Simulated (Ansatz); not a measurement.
# KNi (P1) in Ansatz: convergence with k mesh

Aim: find how far k mesh must go before the results for KNi settle, at LDA. This setting moves, with any that are tied to it; all else stays.

Program: Ansatz 0.2.0. These are calculated values, not measurements. Logs are shortened: lines on timing, memory, paths and dates and some standing lists are left out, and cuts for length are marked.

## Step 1: The cell of the first run

The typed cell holds 2 atoms: a = 3.660 Å, b = 3.660 Å, c = 3.479 Å, α = 90.00°, β = 90.00°, γ = 90.00°.

The cell was built by a generator and needn't be a form met in nature.

The cell isn't the ideal one: atoms moved at random, drawn with an rms of 0.05 Å.

## Step 2: With k mesh 2 × 2 × 3

File input.yaml:

```yaml
crystal:
  lattice:
    - [3.66047789, 0.0, 0.0]
    - [0.0, 3.66047789, 0.0]
    - [0.0, 0.0, 3.47888777]
  atoms:
    - { symbol: K, position: [-0.002701, -0.002788, 0.002589] }
    - { symbol: Ni, position: [0.505683, 0.500378, 0.526338], spin: 1.0 }
hamiltonian:
  xc: lda
  pseudopotentials: { kind: paw, level: accurate }
magnetization:
  spin_polarized: true
kpoints:
  mp_grid: { grid: [2, 2, 3] }
scf:
  occupations: { method: gaussian, width: 0.1 }
output:
  forces: true
  stress: true
  eigenvalues: true
```

Potentials or basis: Ansatz PAW earlier set.

Run with:

```console
ansatz run input.yaml --threads 2 --pin off --max-ram 5632MiB --backend cpu --events-out ev --progress --plain --runs-dir out
```

Wall time 3 s (2 threads of Arm Neoverse V2, shared host); peak memory 0.36 GiB.

What came out:

* Free energy: -7266.6618 eV
* Pressure: 0.2 GPa
* Largest force: 0.159 eV/Å
* Band gap on the k mesh: none (metal or under the smearing width)
* Net moment: 0.99 μB per cell
* Absolute moment: 0.99 μB per cell
* Site moments: K +0.01; Ni +0.90 μB

## Step 3: With k mesh 3 × 3 × 3

Changes to input.yaml since step 2:

```diff
@@ -14,3 +14,3 @@
 kpoints:
-  mp_grid: { grid: [2, 2, 3] }
+  mp_grid: { grid: [3, 3, 3] }
 scf:
```

Potentials or basis: Ansatz PAW earlier set.

Run with:

```console
ansatz run input.yaml --threads 2 --pin off --max-ram 5632MiB --backend cpu --events-out ev --progress --plain --runs-dir out
```

Wall time 5.1 s (2 threads of Arm Neoverse V2, shared host); peak memory 0.39 GiB.

What came out:

* Free energy: -7266.8606 eV
* Pressure: 0.6 GPa
* Largest force: 0.157 eV/Å
* Band gap on the k mesh: none (metal or under the smearing width)
* Net moment: 1.00 μB per cell
* Absolute moment: 1.00 μB per cell
* Site moments: K +0.01; Ni +0.91 μB

## Step 4: With k mesh 4 × 4 × 4

Changes to input.yaml since step 3:

```diff
@@ -14,3 +14,3 @@
 kpoints:
-  mp_grid: { grid: [3, 3, 3] }
+  mp_grid: { grid: [4, 4, 4] }
 scf:
```

Run with:

```console
ansatz run input.yaml --threads 2 --pin off --max-ram 5632MiB --backend cpu --events-out ev --progress --plain --runs-dir out
```

It took 13 s on 2 threads of Arm Neoverse V2, shared host; peak memory 0.48 GiB.

What came out:

```yaml
Free_energy: -7266.9683 eV
Pressure: -1.0 GPa
Largest_force: 0.146 eV/Å
Band_gap_on_the_k_mesh: none (metal or under the smearing width)
Net_moment: 0.42 μB per cell
Absolute_moment: 0.50 μB per cell
Site_moments: K -0.01; Ni +0.46 μB
```

## Step 5: With k mesh 4 × 4 × 5

Changes to input.yaml since step 4:

```diff
@@ -14,3 +14,3 @@
 kpoints:
-  mp_grid: { grid: [4, 4, 4] }
+  mp_grid: { grid: [4, 4, 5] }
 scf:
```

Run with:

```console
ansatz run input.yaml --threads 2 --pin off --max-ram 5632MiB --backend cpu --events-out ev --progress --plain --runs-dir out
```

Wall time 13 s (2 threads of Arm Neoverse V2, shared host); peak memory 0.51 GiB.

What came out:

| Property | Result |
| --- | --- |
| Free energy | -7266.9480 eV |
| Pressure | -0.4 GPa |
| Largest force | 0.149 eV/Å |
| Band gap on the k mesh | none (metal or under the smearing width) |
| Net moment | 0.63 μB per cell |
| Absolute moment | 0.69 μB per cell |
| Site moments | K -0.01; Ni +0.65 μB |

## Step 6: With k mesh 5 × 5 × 6

Changes to input.yaml since step 5:

```diff
@@ -14,3 +14,3 @@
 kpoints:
-  mp_grid: { grid: [4, 4, 5] }
+  mp_grid: { grid: [5, 5, 6] }
 scf:
```

Potentials or basis: Ansatz PAW earlier set.

Run with:

```console
ansatz run input.yaml --threads 2 --pin off --max-ram 5632MiB --backend cpu --events-out ev --progress --plain --runs-dir out
```

Run time: 26 s. Hardware: 2 threads of Arm Neoverse V2, shared host; peak memory 0.68 GiB.

It converged, with:

```yaml
Free_energy: -7266.9340 eV
Pressure: -0.5 GPa
Largest_force: 0.146 eV/Å
Band_gap_on_the_k_mesh: none (metal or under the smearing width)
Net_moment: 0.56 μB per cell
Absolute_moment: 0.60 μB per cell
Site_moments: K -0.00; Ni +0.57 μB
```

## Step 7: With k mesh 7 × 7 × 7

Changes to input.yaml since step 6:

```diff
@@ -14,3 +14,3 @@
 kpoints:
-  mp_grid: { grid: [5, 5, 6] }
+  mp_grid: { grid: [7, 7, 7] }
 scf:
```

Run with:

```console
ansatz run input.yaml --threads 2 --pin off --max-ram 5632MiB --backend cpu --events-out ev --progress --plain --runs-dir out
```

Wall time 59 s (2 threads of Arm Neoverse V2, shared host); peak memory 1.1 GiB.

Results (log left out):

```yaml
Free_energy: -7266.9494 eV
Pressure: -0.4 GPa
Largest_force: 0.148 eV/Å
Band_gap_on_the_k_mesh: none (metal or under the smearing width)
Net_moment: 0.63 μB per cell
Absolute_moment: 0.67 μB per cell
Site_moments: K -0.01; Ni +0.65 μB
```

## Step 8: With k mesh 8 × 8 × 9

Changes to input.yaml since step 7:

```diff
@@ -14,3 +14,3 @@
 kpoints:
-  mp_grid: { grid: [7, 7, 7] }
+  mp_grid: { grid: [8, 8, 9] }
 scf:
```

Run with:

```console
ansatz run input.yaml --threads 2 --pin off --max-ram 5632MiB --backend cpu --events-out ev --progress --plain --runs-dir out
```

It took 2.4 min on 2 threads of Arm Neoverse V2, shared host; peak memory 1.7 GiB.

The run converged. Its results:

* Free energy: -7266.9349 eV
* Pressure: -1.1 GPa
* Largest force: 0.142 eV/Å
* Band gap on the k mesh: none (metal or under the smearing width)
* Net moment: 0.23 μB per cell
* Absolute moment: 0.28 μB per cell
* Site moments: K -0.01; Ni +0.25 μB

## Step 9: With k mesh 10 × 10 × 11

Changes to input.yaml since step 8:

```diff
@@ -14,3 +14,3 @@
 kpoints:
-  mp_grid: { grid: [8, 8, 9] }
+  mp_grid: { grid: [10, 10, 11] }
 scf:
```

Potentials or basis: Ansatz PAW earlier set.

Run with:

```console
ansatz run input.yaml --threads 2 --pin off --max-ram 5632MiB --backend cpu --events-out ev --progress --plain --runs-dir out
```

It took 3.2 min on 2 threads of Arm Neoverse V2, shared host; peak memory 2.9 GiB.

The run converged. Its results:

- Free energy: -7266.9374 eV
- Pressure: -0.5 GPa
- Largest force: 0.146 eV/Å
- Band gap on the k mesh: none (metal or under the smearing width)
- Net moment: 0.53 μB per cell
- Absolute moment: 0.59 μB per cell
- Site moments: K -0.01; Ni +0.56 μB

## Step 10: With k mesh 12 × 12 × 13

Changes to input.yaml since step 9:

```diff
@@ -14,3 +14,3 @@
 kpoints:
-  mp_grid: { grid: [10, 10, 11] }
+  mp_grid: { grid: [12, 12, 13] }
 scf:
```

Potentials or basis: Ansatz PAW earlier set.

Run with:

```console
ansatz run input.yaml --threads 2 --pin off --max-ram 5632MiB --backend cpu --events-out ev --progress --plain --runs-dir out
```

Standard output:

```text
Warning: RAYON_NUM_THREADS=2 ignored (pool sized by the plan → 2); use --threads N
Engine: ansatz 0.2.0, aarch64-unknown-linux-gnu
Pseudopotentials: kind: paw, level: accurate
Pseudopotential: K, paw, valence charge 9, recommended cutoff 420 eV (high), K.paw.azcp
Pseudopotential: Ni, paw, valence charge 18, recommended cutoff 1080 eV (high), Ni.paw.azcp
Functional definition: SPW92
  exchange = slater_x
  correlation = pw_c
Crystal: 2 atoms, lattice volume = 46.614 Å³
Basis set: ecut = 1080 eV, 3775 PW (Γ)
Bands: 18, of which v1, the nominal top of the filled ones, is band 14 counted from 1 (13 counted from 0)
Symmetry: 1 space group operations
Space group: P1 (ITA 1), of the structure as read, at distance tolerance 3.6e-5 Å
Magnetic group: BNS 1.1 (UNI 1), of the structure as read, at distance tolerance 3.6e-5 Å
k-points: 938 of 1872 (time reversal used)
Non-local potential: K, projectors of the file, l = 0: 2, l = 1: 2, l = 2: 2, l = 3: 1
Non-local potential: Ni, projectors of the file, l = 0: 3, l = 1: 3, l = 2: 3, l = 3: 2, l = 4: 1
PAW form: soft (Blöchl's): semilocal exchange-correlation on the pseudo side does not see the compensation charge
PAW frozen core: K, regenerated for the run's functional, and the local potential with it (the file was generated under x = pbe(κ = 0.804, μ = 0.2195149727645171), c = pbe(β = 0.06672455060314922))
PAW frozen core: Ni, regenerated for the run's functional, and the local potential with it (the file was generated under x = pbe(κ = 0.804, μ = 0.2195149727645171), c = pbe(β = 0.06672455060314922))
PAW one-centre angular grid: K, 194 points (default); XC on 64 Gauss nodes
PAW one-centre angular grid: Ni, 590 points (default); XC on 64 Gauss nodes
Initial density: superposition of atomic densities (chi_scale 0.1, normalization cell, long waves kept (reshape's long-wave potential 0.00 eV rms))
Starting moments: Σ|m| = 1 μB on 1 of 2 sites
Initial wavefunctions: pseudopotential atomic-orbital guess
Functional: x = slater, c = lda
iter 1 solved again at ethr=1.47e-3 eV; its pass at ethr=3.10e-3 eV (dr2=3.96e-1 eV) is discarded
SCF iter   1: F=—  HF=-7266.804308 eV  |F-HF|=—  |Δ(HF+E_count)|=         —  Δρ=2.32e-2 (↑1.77e-2 ↓2.32e-2)  dr2=4.09e-1  dr2_m=2.95e-2  M=0.890 μB ∫|m|=0.976 μB  β_m=0.30  ethr=1.47e-3  ⟨swp⟩=1.0  Hψ=220652  notcnv=0
Mixer restart at iter 1: flushing history
preconditioner: auto → Kerker (q_TF=auto, 2.491 Å⁻¹)  [metal: Δε(μ)=0.000 eV  Ē_g=9.375 eV  σ=0.100 eV  W_gap=0.00  n_scr=10 (ndim 8)  ℏωp=22.4 eV  f_vac=0.000  D(μ)=5.20/eV (n_scr^D=80)]
spin=Collinear: Kerker preconditioning applied to the charge; magnetization (m = ρ↑ − ρ↓) channel mixes plain (no charge-response kernel on spin).
SCF iter   2: F=—  HF=-7266.652552 eV  |F-HF|=—  |Δ(HF+E_count)|=   1.52e-1  Δρ=1.73e-2 (↑8.18e-3 ↓1.73e-2)  dr2=1.24e-1  dr2_m=2.91e-2  M=0.826 μB ∫|m|=0.897 μB  β_m=0.38  ethr=1.47e-3  ⟨swp⟩=2.0  Hψ=50845  notcnv=0
SCF iter   3: F=—  HF=-7266.788189 eV  |F-HF|=—  |Δ(HF+E_count)|=   1.36e-1  Δρ=1.51e-2 (↑6.92e-3 ↓1.51e-2)  dr2=6.92e-2  dr2_m=3.46e-2  M=0.751 μB ∫|m|=0.818 μB  β_m=0.25  ethr=4.59e-4  ⟨swp⟩=2.9  Hψ=68136  notcnv=0  defer=39
SCF iter   4: F=—  HF=-7266.869631 eV  |F-HF|=—  |Δ(HF+E_count)|=   8.14e-2  Δρ=1.19e-2 (↑6.34e-3 ↓1.19e-2)  dr2=3.96e-2  dr2_m=2.61e-2  M=0.696 μB ∫|m|=0.760 μB  β_m=0.41  ethr=2.56e-4  ⟨swp⟩=2.4  Hψ=48812  notcnv=0  defer=39
SCF iter   5: F=—  HF=-7266.933223 eV  |F-HF|=—  |Δ(HF+E_count)|=   6.36e-2  Δρ=5.04e-3 (↑5.04e-3 ↓4.32e-3)  dr2=9.71e-3  dr2_m=5.08e-3  M=0.616 μB ∫|m|=0.678 μB  β_m=0.75  ethr=1.47e-4  ⟨swp⟩=2.0  Hψ=54537  notcnv=0  defer=64
SCF iter   6: F=—  HF=-7266.939940 eV  |F-HF|=—  |Δ(HF+E_count)|=   6.72e-3  Δρ=1.22e-3 (↑1.15e-3 ↓1.22e-3)  dr2=4.79e-5  dr2_m=5.62e-4  M=0.517 μB ∫|m|=0.576 μB  β_m=0.87  ethr=3.60e-5  ⟨swp⟩=2.0  Hψ=68147  notcnv=0  defer=66
SCF iter   7: F=—  HF=-7266.939764 eV  |F-HF|=—  |Δ(HF+E_count)|=   1.76e-4  Δρ=3.39e-4 (↑3.39e-4 ↓3.13e-4)  dr2=2.11e-5  dr2_m=3.10e-5  M=0.511 μB ∫|m|=0.571 μB  β_m=0.81  ethr=1.77e-7  ⟨swp⟩=2.0  Hψ=61020  notcnv=0  defer=66
SCF iter   8: F=—  HF=-7266.939844 eV  |F-HF|=—  |Δ(HF+E_count)|=   8.02e-5  Δρ=2.62e-4 (↑1.02e-4 ↓2.62e-4)  dr2=1.04e-5  dr2_m=1.32e-5  M=0.509 μB ∫|m|=0.569 μB  β_m=0.90  ethr=7.80e-8  ⟨swp⟩=2.0  Hψ=56343  notcnv=0  defer=66
SCF iter   9: F=—  HF=-7266.939852 eV  |F-HF|=—  |Δ(HF+E_count)|=   7.32e-6  Δρ=9.95e-5 (↑6.49e-5 ↓9.95e-5)  dr2=4.63e-7  dr2_m=2.82e-6  M=0.507 μB ∫|m|=0.567 μB  β_m=0.95  ethr=3.83e-8  ⟨swp⟩=2.0  Hψ=43659  notcnv=0  defer=66
SCF iter  10: F=—  HF=-7266.939852 eV  |F-HF|=—  |Δ(HF+E_count)|=   2.36e-7  Δρ=8.27e-6 (↑7.52e-6 ↓8.27e-6)  dr2=2.97e-8  dr2_m=1.91e-8  M=0.506 μB ∫|m|=0.566 μB  β_m=0.98  ethr=1.71e-9  ⟨swp⟩=2.3  Hψ=57115  notcnv=0  defer=66
SCF iter  11: F=—  HF=-7266.939852 eV  |F-HF|=—  |Δ(HF+E_count)|=   1.55e-9  Δρ=2.95e-6 (↑1.41e-6 ↓2.95e-6)  dr2=4.12e-9  dr2_m=4.91e-10  M=0.506 μB ∫|m|=0.565 μB  β_m=0.92  ethr=1.10e-10  ⟨swp⟩=2.5  Hψ=56143  notcnv=0  defer=66
SCF iter  12: F=-7266.939852 eV  HF=-7266.939852 eV  |F-HF|=4.91e-9  |Δ(HF+E_count)|=  6.31e-10  Δρ=2.89e-6 (↑5.40e-7 ↓2.89e-6)  dr2=4.91e-9  dr2_m=6.90e-10  M=0.506 μB ∫|m|=0.565 μB  ethr=1.53e-11  ⟨swp⟩=1.9  Hψ=103397  notcnv=0
SCF 1 converged in 12 iterations: F = -7266.939852 eV  dr2 = 4.91e-9
SCF converged after 12 iterations
Magnetization: 0.5061 μB (13.7531 up, 13.2469 down)
Absolute magnetization: 0.5655 μB (∫|ρ↑−ρ↓|, with the PAW one-centre terms)
Spin contamination: 0.0160 ħ² per cell (⟨S²⟩ above its minimum at these occupations)
Per-site moments (μB) at R_I (Å): [(-0.008418674457094136, 1.257342412474539), (0.534335032517007, 1.257342412474539)]
Free energy (F): -7266.939852 eV
Harris-Foulkes:  -7266.939852 eV  (|F-HF|=4.91e-9)
Internal energy: -7266.923481 eV  (E = F + TS)
E sigma→0 (E₀):  -7266.931666 eV
Entropy (-TS):   -0.016371 eV (-8.186 meV/atom)
Fermi energy:    6.985004 eV
--- Per-component energies (eV) ---
  E_band       = -530.803746
  E_kinetic    = 943.976347
  E_local      = -5837.434335  (includes V_loc(G=0)·N_el)
  E_nonlocal   = 740.432196
  E_hartree    = 2055.917245
  E_xc         = -277.569462
  E_vxc        = -355.833970  (∫ρ·V_xc dr)
  E_paw        = -2075.574920  (= ΣΔE_a)
  E_vpaw       = -133.784365  (= ΣTr[D̂ρ^β])
  E_aug_tail   = 0.000098  (compensation charges beyond the density's cutoff)
  E_ewald      = -2817.361704
  E_core_change = 0.691054  (= ΣΔE_core)
  E_smearing   = -0.016371  (= −TS)
  E_closure    = 0.000000  (closes the sum)
  Σ components = -7266.939852   (vs F -7266.939852, Δ=0.00e0)
--- Forces (eV/Å), atoms counted from 1 ---
  atom   1  K      0.05849495     0.02211802     0.13112708
  atom   2  Ni    -0.05849632    -0.02211854    -0.13112962
  max |Σ_I F_I| component: 2.54e-6 eV/Å
--- Stress (GPa, compression-positive) ---
        0.063664       0.004517       0.025774
        0.004517       0.077416       0.009742
        0.025774       0.009742      -1.952304
  P = ⅓ Tr σ = -0.6037 GPa (-6.037 kbar)
--- Band table (eV; the first three rows and the last of 1876) ---
  k-point 0 ↑: bands = ["-94.2712", "-55.1333", "-55.1165", "-55.1164", "-22.5706", "-6.1267", "-6.1264", "-6.0484", "3.2260", "5.6840", "5.6955", "6.4829", "6.5209", "6.5212", "11.8192", "11.8967", "14.3261", "14.3324"]
  k-point 1 ↑: bands = ["-94.2711", "-55.1334", "-55.1165", "-55.1164", "-22.5669", "-6.1230", "-6.1227", "-6.0910", "3.3227", "5.6956", "5.7196", "6.4861", "6.5131", "6.5133", "11.8166", "11.8406", "14.1544", "14.1603"]
  k-point 2 ↑: bands = ["-94.2711", "-55.1337", "-55.1165", "-55.1164", "-22.5567", "-6.2067", "-6.1126", "-6.1123", "3.6041", "5.7280", "5.7870", "6.4912", "6.4918", "6.4956", "11.4498", "11.9025", "13.7660", "13.7713"]
  k-point 937 ↓: bands = ["-93.6963", "-54.5804", "-54.5564", "-54.5563", "-22.4420", "-6.5525", "-6.4185", "-6.4182", "6.5920", "6.5922", "6.6443", "7.1308", "7.1309", "8.6294", "8.7419", "8.7428", "10.3011", "15.6610"]
```

Wall time 5.5 min (2 threads of Arm Neoverse V2, shared host); peak memory 4.7 GiB.

What came out:

- Free energy: -7266.9399 eV
- Pressure: -0.6 GPa
- Largest force: 0.145 eV/Å
- Band gap on the k mesh: none (metal or under the smearing width)
- Net moment: 0.51 μB per cell
- Absolute moment: 0.57 μB per cell
- Site moments: K -0.01; Ni +0.53 μB

## Step 11: The series at a glance

```tsv
k mesh	energy less the tightest run, at zero smearing (meV/atom)	pressure (GPa)	largest force (eV/Å)	absolute moment (μB)	SCF cycles	CPU time (s)	peak memory (GiB)
2 × 2 × 3	140.34	0.16	0.159	0.99	13	5.8	0.36
3 × 3 × 3	49.12	0.61	0.157	1.00	12	10	0.39
4 × 4 × 4	-16.25	-0.99	0.146	0.50	14	25	0.48
4 × 4 × 5	-5.90	-0.37	0.149	0.69	10	25	0.51
5 × 5 × 6	3.80	-0.49	0.146	0.60	12	52	0.68
7 × 7 × 7	-6.23	-0.39	0.148	0.67	12	120	1.1
8 × 8 × 9	2.70	-1.11	0.142	0.28	18	280	1.7
10 × 10 × 11	1.95	-0.52	0.146	0.59	12	380	2.9
12 × 12 × 13	0.00	-0.60	0.145	0.57	12	650	4.7
```

Against the tightest run, the pressure stays within 0.1 GPa from 10 × 10 × 11 on; the largest force stays within 0.005 eV/Å from 4 × 4 × 4 on. Not settled before the last step: the energy (to 1 meV/atom), the absolute moment (to 0.02 μB). Meshes of other sizes hit other points, so gaps and Fermi surfaces needn't settle smoothly. The tightest run that finished is the yardstick and may itself not be fully converged.

Caveats: the PAW data sets come from PBE, with cores solved anew for the run's functional, which leaves a small shift of forces and pressure.
